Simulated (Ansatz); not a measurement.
# F₃GaH₂OSi: how energies converge with the basis set

How large a basis does F₃GaH₂OSi need? Two functionals are run in growing sets.

Program: Ansatz 0.2.0, Gaussian basis. Level of theory: one geometry, several basis sets. These are calculated values, not measurements.

Plan: PBE0-D4/def2-SVP; ωB97M-V/def2-SVP; PBE0-D4/def2-QZVPP; ωB97M-V/def2-QZVPP; the functionals' def2-TZVPP values are taken from earlier runs.

### 1 The geometry

All runs share one geometry, relaxed beforehand with PBE0-D4 in a triple-zeta def2 set.

SMILES `[OH][GaH][Si](F)(F)F`, 8 atoms, charge 0, spin multiplicity 1.

Atoms are counted from 1 here; the program's logs count them from 0.

Bond lengths: O1–Ga2 1.782 Å, O1–H7 0.960 Å, Ga2–Si3 2.413 Å, Ga2–H8 1.554 Å, Si3–F4 1.587 Å, Si3–F5 1.585 Å, Si3–F6 1.585 Å. Angles: Ga2–O1–H7 114.9°, O1–Ga2–Si3 115.3°, O1–Ga2–H8 115.4°, Si3–Ga2–H8 129.2°, Ga2–Si3–F4 111.1°, Ga2–Si3–F5 112.8°, Ga2–Si3–F6 112.8°, F4–Si3–F5 106.5°, F4–Si3–F6 106.5°, F5–Si3–F6 106.7°.

### 2 PBE0-D4 in def2-SVP

in.yaml

```yaml
crystal:
  periodic: [false, false, false]
  atoms:
    - {symbol: O, position_ang: [-0.647373, -1.963442, -1.084979]}
    - {symbol: Ga, position_ang: [0.683439, -0.926580, -0.509580]}
    - {symbol: Si, position_ang: [0.003911, 1.104031, 0.603741]}
    - {symbol: F, position_ang: [-1.577567, 1.219598, 0.664311]}
    - {symbol: F, position_ang: [0.523435, 2.409566, -0.129319]}
    - {symbol: F, position_ang: [0.519501, 1.186211, 2.100096]}
    - {symbol: H, position_ang: [-1.528015, -1.627763, -0.903362]}
    - {symbol: H, position_ang: [2.114867, -1.458620, -0.796708]}
basis:
  gaussian: {orbitals: def2-SVP}
hamiltonian: {xc: pbe0, dispersion: d4}
output: {orbitals: {seedname: orbitals}}
```

On the command line:

```bash
$ ansatz run in.yaml --threads 4 --pin off --events-out ev --progress --plain --max-ram 10444MiB
```

The log of the run:

```text
Functional definition: PBE0
  name "PBE0"
  cite "Adamo & Barone, J. Chem. Phys. 110, 6158 (1999) doi:10.1063/1.478522"
  cite "Perdew, Burke & Ernzerhof, Phys. Rev. Lett. 77, 3865 (1996) doi:10.1103/PhysRevLett.77.3865"
  parent pbe
  parameter a = 0.25
  parameter kappa = 0.804
  parameter beta = 0.06672455060314922
  exchange = (1 - a)*pbe_x(kappa = kappa, mu = beta*pi^2/3) + a*exact_x
  correlation = pbe_c(beta = beta)
1098 factors; integrals over basis functions are off by at most 1.0e-3 eV
mean field evaluation 1: about -70445.9126 eV, gradient 7.0e1 eV
mean field evaluation 2: about -70404.3877 eV, gradient 1.5e2 eV
mean field evaluation 4: about -70453.9506 eV, gradient 8.0e0 eV
mean field evaluation 8: about -70454.1014 eV, gradient 3.0e-1 eV
mean field evaluation 16: about -70454.1015 eV, gradient 1.0e-4 eV
mean field -70454.10153216 eV, -2589.1404758015 hartree, gradient 1.3e-5 eV, S^2 0.000000; 0 other end points of the search recorded, 0 dependent functions left out
reference -70454.10156141 eV, -2589.1404768767 hartree; 41, 41 occupied and 75, 75 virtual orbitals, 1098 factors
Total energy: -70454.26378644 eV, -2589.1464385364 hartree
```

Run time: 3.8 s. Hardware: 4 threads, shared host.

### 3 ωB97M-V in def2-SVP

in.yaml: that of step 2 with these lines changed.

```diff
@@ -13,3 +13,3 @@
   gaussian: {orbitals: def2-SVP}
-hamiltonian: {xc: pbe0, dispersion: d4}
+hamiltonian: {xc: {name: wB97M-V}}
 output: {orbitals: {seedname: orbitals}}
```

The command is unchanged.

The log of the run, cut to the lines that bear on the results:

```text
Functional definition: wB97M-V
  name "wB97M-V"
  cite "Mardirossian & Head-Gordon, J. Chem. Phys. 144, 214110 (2016) doi:10.1063/1.4952647"
  cite "Becke, J. Chem. Phys. 107, 8554 (1997) doi:10.1063/1.475007"
  cite "Vydrov & Van Voorhis, J. Chem. Phys. 133, 244103 (2010) doi:10.1063/1.3521275"
  # Of w^i u^j: cxij and so on, Table III.
[...]
  gx(w, u) = 1 - cx + cx01*u + cx10*w
  gss(w, u) = css00 + css04*u^4 + css10*w + css20*w^2 + css43*w^4*u^3
  gos(w, u) = cos00 + cos10*w + (cos20 + cos21*u)*w^2 + (cos60 + cos61*u)*w^6
[...]
      + integral(e_c_pw_mod_opposite_spin*gos(b97_w_opposite, b97_u_opposite)) + vv10(b, c)
1098 factors; integrals over basis functions are off by at most 1.0e-3 eV
281 factors; integrals over basis functions are off by at most 7.8e-6 eV
[...]
mean field -70468.38342719 eV, -2589.6653257633 hartree, gradient 4.4e-5 eV, S^2 0.000000; 0 other end points of the search recorded, 0 dependent functions left out
reference -70468.38347424 eV, -2589.6653274926 hartree; 41, 41 occupied and 75, 75 virtual orbitals, 1098 factors
Total energy: -70468.38347424 eV, -2589.6653274926 hartree
```

Run time: 11 s. Hardware: 4 threads, shared host.

### 4 PBE0-D4 in def2-QZVPP

in.yaml: that of step 3 with these lines changed.

```diff
@@ -12,4 +12,4 @@
 basis:
-  gaussian: {orbitals: def2-SVP}
-hamiltonian: {xc: {name: wB97M-V}}
+  gaussian: {orbitals: "def2-QZVPP.json"}
+hamiltonian: {xc: pbe0, dispersion: d4}
 output: {orbitals: {seedname: orbitals}}
```

The command is unchanged.

The log of the run:

```text
Functional definition: PBE0
  name "PBE0"
  cite "Adamo & Barone, J. Chem. Phys. 110, 6158 (1999) doi:10.1063/1.478522"
  cite "Perdew, Burke & Ernzerhof, Phys. Rev. Lett. 77, 3865 (1996) doi:10.1103/PhysRevLett.77.3865"
  parent pbe
  parameter a = 0.25
  parameter kappa = 0.804
  parameter beta = 0.06672455060314922
  exchange = (1 - a)*pbe_x(kappa = kappa, mu = beta*pi^2/3) + a*exact_x
  correlation = pbe_c(beta = beta)
1820 factors; their error is unknown
mean field evaluation 1: about -70469.5350 eV, gradient 8.1e1 eV
mean field evaluation 2: about -70421.4337 eV, gradient 1.7e2 eV
mean field evaluation 4: about -70478.8112 eV, gradient 1.1e1 eV
mean field evaluation 8: about -70478.9525 eV, gradient 2.4e-1 eV
mean field evaluation 16: about -70479.1154 eV, gradient 7.0e-5 eV
mean field -70479.11543351 eV, -2590.0597197213 hartree, gradient 1.5e-5 eV, S^2 0.000000; 0 other end points of the search recorded, 0 dependent functions left out
reference -70479.11547295 eV, -2590.0597211705 hartree; 41, 41 occupied and 406, 406 virtual orbitals, 1820 factors
Total energy: -70479.27769797 eV, -2590.0656828303 hartree
```

Wall time 25 s (4 threads, shared host); peak memory 1.9 GiB.

### 5 ωB97M-V in def2-QZVPP

in.yaml: that of step 4 with these lines changed.

```diff
@@ -13,3 +13,3 @@
   gaussian: {orbitals: "def2-QZVPP.json"}
-hamiltonian: {xc: pbe0, dispersion: d4}
+hamiltonian: {xc: {name: wB97M-V}}
 output: {orbitals: {seedname: orbitals}}
```

The command is unchanged.

The log of the run, cut to the lines that bear on the results:

```text
Functional definition: wB97M-V
  name "wB97M-V"
  cite "Mardirossian & Head-Gordon, J. Chem. Phys. 144, 214110 (2016) doi:10.1063/1.4952647"
  cite "Becke, J. Chem. Phys. 107, 8554 (1997) doi:10.1063/1.475007"
  cite "Vydrov & Van Voorhis, J. Chem. Phys. 133, 244103 (2010) doi:10.1063/1.3521275"
  # Of w^i u^j: cxij and so on, Table III.
[...]
  gx(w, u) = 1 - cx + cx01*u + cx10*w
  gss(w, u) = css00 + css04*u^4 + css10*w + css20*w^2 + css43*w^4*u^3
  gos(w, u) = cos00 + cos10*w + (cos20 + cos21*u)*w^2 + (cos60 + cos61*u)*w^6
[...]
      + integral(e_c_pw_mod_opposite_spin*gos(b97_w_opposite, b97_u_opposite)) + vv10(b, c)
1795 factors; their error is unknown
319 factors; integrals over basis functions are off by at most 6.4e-6 eV
[...]
mean field -70493.49854877 eV, -2590.5882894579 hartree, gradient 2.5e-5 eV, S^2 0.000000; 0 other end points of the search recorded, 0 dependent functions left out
reference -70493.49861420 eV, -2590.5882918625 hartree; 41, 41 occupied and 406, 406 virtual orbitals, 1795 factors
Total energy: -70493.49861420 eV, -2590.5882918625 hartree
```

It took 44 s on 4 threads, shared host; peak memory 2.2 GiB.

### 6 Functionals by basis

The def2-TZVPP values come from earlier runs at the same geometry.

```tsv
functional	basis	functions	energy (eV)	from the largest (eV)	HOMO (eV)	LUMO (eV)
PBE0-D4	def2-SVP	116	-70454.2638	25.014	-8.44	-2.06
PBE0-D4	def2-TZVPP	242	-70477.2143	2.063	-8.56	-2.18
PBE0-D4	def2-QZVPP	447	-70479.2777	0.000	-8.60	-2.23
ωB97M-V	def2-SVP	116	-70468.3835	25.115	-10.52	-0.24
ωB97M-V	def2-TZVPP	242	-70491.5241	1.974	-10.67	-0.41
ωB97M-V	def2-QZVPP	447	-70493.4986	0.000	-10.71	-0.53
```

### 7 Summary of results

```
                                       quantity           value
PBE0-D4: double and triple zeta above quadruple  25.01, 2.06 eV
ωB97M-V: double and triple zeta above quadruple  25.12, 1.97 eV
```

In words: For PBE0-D4 the step from double to triple zeta gains 22.95 eV and the next only 2.06 eV. Total energies overstate the basis error of differences, where much of it tends to cancel.

For PBE0-D4 the largest set took about 7 times as long as the smallest (25 s against 3.8 s).
